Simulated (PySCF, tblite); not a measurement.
**C₆H₁₀FO radical: geometry, infrared bands and EPR parameters**

What infrared bands and EPR parameters should C₆H₁₀FO radical (`[H]/[C]=C\[C@H](F)COCC`) show?

Computed with tblite 0.8.0 and PySCF 2.14.0, with density-fitted response routines of our own, on a single molecule in the gas phase. Atoms count from 0, in the outputs and in this text.

## Step 1: The molecule as given

18 atoms, charge 0, multiplicity 2; geometry from: force field or distance geometry start.

Bonds of the start (Å): C0–C1 1.29, C1–C2 1.51, C2–F3 1.38, C2–C4 1.52, C4–O5 1.43, O5–C6 1.43, C6–C7 1.52, C0–H8 1.07, C1–H9 1.09, C2–H10 1.09, C4–H11 1.09, C4–H12 1.10, C6–H13 1.09, C6–H14 1.09, C7–H15 1.10, C7–H16 1.09, C7–H17 1.11.

## Step 2: Optimising the geometry with GFN2-xTB

Job settings and geometry (Å):

```
{"job": {"kind": "relax", "xc": "GFN2-xTB", "basis": "xTB"}, "charge": 0, "multiplicity": 2}
C     -3.565400    -0.709800    -0.056600
C     -2.329500    -0.821900     0.282100
C     -1.521800     0.175700     1.082800
F     -2.314700     1.241000     1.446900
C     -0.346200     0.728400     0.290100
O      0.672600    -0.265300     0.154100
C      1.794100     0.224600    -0.590500
C      2.833900    -0.878200    -0.670200
H     -4.593600    -0.598500    -0.328000
H     -1.795400    -1.729500     0.008600
H     -1.176400    -0.305000     1.994100
H      0.061000     1.597200     0.811000
H     -0.675100     1.063800    -0.701000
H      2.226300     1.093600    -0.085100
H      1.466800     0.518200    -1.591000
H      3.144600    -1.191100     0.338400
H      3.705300    -0.549600    -1.235600
H      2.404700    -1.773700    -1.161900
```

Command:

```console
OMP_NUM_THREADS=1 python probes_run.py task.json out
```

The driver reads the jobs from task.json and runs them one after another.

**Question.** This job is followed by: GFN2-xTB harmonic vibrations, gas phase; UKS B3LYP, pcH-1 on C F H O, non-relativistic, mean-field spin-orbit, GIAO. What will the session give for the following? strongest single infrared mode (GFN2-xTB); zero-point energy (GFN2-xTB); g(iso) (B3LYP); ⟨S²⟩; largest a(iso) (averaged by class); potential on the surface of density 0.002 e/bohr³, 1st and 99th percentile.

The runs gave:

| quantity | value |
| --- | --- |
| strongest single infrared mode (GFN2-xTB) | 1126 cm⁻¹, 107 km/mol |
| zero-point energy (GFN2-xTB) | 90.1 kcal/mol |
| g(iso) (B3LYP) | 2.00231 |
| ⟨S²⟩ | 0.759 (exact 0.75) |
| largest a(iso) (averaged by class) | 13C on C0, 317.5 MHz |
| potential on the surface of density 0.002 e/bohr³, 1st and 99th percentile | -0.95 V and 0.84 V |

The optimisation took 42 steps and gained 0.221 eV; among the close pairs (by a distance rule), C4–O5 changed most, from 1.430 to 1.401 Å. All 48 modes are real, so the xTB geometry is a minimum. The strongest single mode, at 1126 cm⁻¹, moves mainly O5 and C4. Unscaled tight-binding wavenumbers are off by several per cent, some by more. Its intensities can rank the bands wrongly. Most of the unpaired spin sits on C0 (1.04 e). The isotropic g lies 0.0 ppt below the free-electron value.
